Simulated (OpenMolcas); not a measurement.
**Ag⁵⁺ among point charges: CASSCF and CASPT2 levels and susceptibility**

Aim: the splitting of the states of Ag⁵⁺ in the field of 3 point charges, its lowest levels with spin-orbit coupling and its magnetic susceptibility.

Program: OpenMolcas 26.06. Level of theory: state-averaged CASSCF and CASPT2, spin-orbit coupling by RASSI with atomic mean-field integrals. These are calculated values, not measurements, unless marked.

## 1. Starting point

| Item | Value |
| --- | --- |
| Species | Ag⁵⁺ (silver, Z = 47, 42 electrons) |
| Basis | ANO-RCC-VTZP [7s6p4d2f1g], 68 functions |
| Scalar Hamiltonian | DKH2, point nucleus |
| Inactive shells | 1s 2s 2p 3s 3p 3d 4s 4p |
| Active space | 6 electrons in 5 orbitals (4d) |
| Some configurations of this space | 4d⁶ |
| Orbitals | optimised for each spin and parity, averaged over all roots |

Outer shells as boxes (Hund's rule):

4d6
```
4d [↑↓][↑ ][↑ ][↑ ][↑ ]
```

The ion sits among 3 point charges of -1.5 e arranged as a planar triangle (D3h), 2.05 Å from the ion.

Each step is its own input file, run in one work folder so that later steps find the files of earlier ones. Labels, J, g values, rates, χT and fits are worked out afterwards by a script from the matrices that RASSI stores.

## 2. Basis and integrals

Input file a.inp:

```
&GATEWAY
Coord
1

Ag 0.0 0.0 0.0
Basis=ANO-RCC-VTZP
Group=NoSym
NoMove
AngMom=0.0 0.0 0.0
AMFI
XField
3 Angstrom 0
2.050000 0.000000 0.000000 -1.500000
-1.025000 1.775352 0.000000 -1.500000
-1.025000 -1.775352 0.000000 -1.500000
&SEWARD
```

On the command line:

```
$ OMP_NUM_THREADS=1 MOLCAS_MEM=1689 MOLCAS_PROJECT=a pymolcas a.inp > a.log
```

## 3. CASSCF: quintets, 5 roots

Input file a.inp:

```
&RASSCF
FileOrb=start.orb
Symmetry=1
Spin=5
nActEl=6 0 0
Inactive=18
Ras2=5
CIRoot=5 5 1
SDav=5
CIMx=300
Iter=120 100
PrWF=0.3
OrbListing=Nothing
MaxOrb=0
>>> COPY $Project.JobIph JOB001
```

start.orb holds the contracted functions of the basis, ordered by shell, or the orbitals of the step before.

## 4. Reference wave functions, triplets, 45 roots

Input file a.inp:

```
&RASSCF
FileOrb=start.orb
Symmetry=1
Spin=3
nActEl=6 0 0
Inactive=18
Ras2=5
CIRoot=45 45 1
SDav=45
CIMx=300
Iter=120 100
PrWF=0.3
OrbListing=Nothing
MaxOrb=0
>>> COPY $Project.JobIph JOB002
```

## 5. Reference wave functions, singlets, 50 roots

Input file a.inp:

```
&RASSCF
FileOrb=start.orb
Symmetry=1
Spin=1
nActEl=6 0 0
Inactive=18
Ras2=5
CIRoot=50 50 1
SDav=50
CIMx=300
Iter=120 100
PrWF=0.3
OrbListing=Nothing
MaxOrb=0
>>> COPY $Project.JobIph JOB003
```

## 6. RASSI: spin-orbit coupling between the states

Input file a.inp:

```
&RASSI
NrOfJobIphs=3 5 45 50
1 2 3 4 5
1 2 3 4 5 6 7 8 9 10 11 12 13 14 15 16 17 18 19 20 21 22 23 24 25 26 27
28 29 30 31 32 33 34 35 36 37 38 39 40 41 42 43 44 45
1 2 3 4 5 6 7 8 9 10 11 12 13 14 15 16 17 18 19 20 21 22 23 24 25 26 27
28 29 30 31 32 33 34 35 36 37 38 39 40 41 42 43 44 45 46 47 48 49 50
IphNames
JOB001
JOB002
JOB003
EJob
SpinOrbit
DIPRint=1.0
SOCoupling=1000.0
Subsets=2
Property=9
'ANGMOM' 1 'ANGMOM' 2 'ANGMOM' 3 'MLTPL  1' 1 'MLTPL  1' 2 'MLTPL  1' 3
'AMFI' 1 'AMFI' 2 'AMFI' 3
SOProperty=3
'ANGMOM' 1 'ANGMOM' 2 'ANGMOM' 3
```

## 7. CASPT2: IPEA 0.25, imaginary shift 0.1 (closed shells correlated: 4s 4p)

Input file a.inp:

```
>>> COPY JOB001 $Project.JobIph
&CASPT2
Multistate=5 1 2 3 4 5
NoMult
Frozen=14
IPEA=0.25
Imaginary=0.1
MaxIter=60
WThr=0.0 0.3 0.05
PrWF=0.5
NoMix
>>> COPY JOB002 $Project.JobIph
&CASPT2
Multistate=45 1 2 3 4 5 6 7 8 9 10 11 12 13 14 15 16 17 18 19 20 21 22
23 24 25 26 27 28 29 30 31 32 33 34 35 36 37 38 39 40 41 42 43 44 45
NoMult
Frozen=14
IPEA=0.25
Imaginary=0.1
MaxIter=60
WThr=0.0 0.3 0.05
PrWF=0.5
NoMix
>>> COPY JOB003 $Project.JobIph
&CASPT2
Multistate=50 1 2 3 4 5 6 7 8 9 10 11 12 13 14 15 16 17 18 19 20 21 22
23 24 25 26 27 28 29 30 31 32 33 34 35 36 37 38 39 40 41 42 43 44 45 46
47 48 49 50
NoMult
Frozen=14
IPEA=0.25
Imaginary=0.1
MaxIter=60
WThr=0.0 0.3 0.05
PrWF=0.5
NoMix
```

(Steps that only read results are left out.)

Before running it: what results should come out? Wanted: spin-free ground state; first state of the same spin within the active space; lowest level; next level.

As calculated:

| quantity | value |
| --- | --- |
| method | SS-CASPT2, IPEA 0.25, imaginary shift 0.1 (closed shells correlated: 4s 4p) |
| spin-free ground state | 5A1, 1-fold in its orbital part |
| first state of the same spin within the active space | 5E at 1060 cm⁻¹ |
| lowest level | 1-fold A1 |
| next level | 128.0 cm⁻¹ |
| χT at 300 K | 4.99 cm³ K/mol |
| effective moment at 300 K | 6.32 μB |

Cost by method:

| method | time of its own steps | time with the reference |
| --- | --- | --- |
| A. CASSCF | 28 s | 28 s |
| B. SS-CASPT2, IPEA 0.25, imaginary shift 0.1, +4s 4p | 27 s | 55 s |

Times are of one thread on a shared host.

**Reading.** The spin-free ground state (5A1) comes to 100 % from free-ion D terms and keeps the highest spin of the shell. χT at 300 K is 4.99, against 3.01 cm³ K/mol for the spin alone, so orbital moment adds to it. An active space of the d shell alone favours high spin; real ions in strong fields can be low spin. CASPT2 does not keep the components of a term degenerate, and the means are used. The field of point charges can differ much from that of real complexes. With metal d orbitals alone active, the gaps between spin states are rough; where two lie within a few thousand cm-1, their order is open. This is an electrostatic model: the charges have no orbitals.
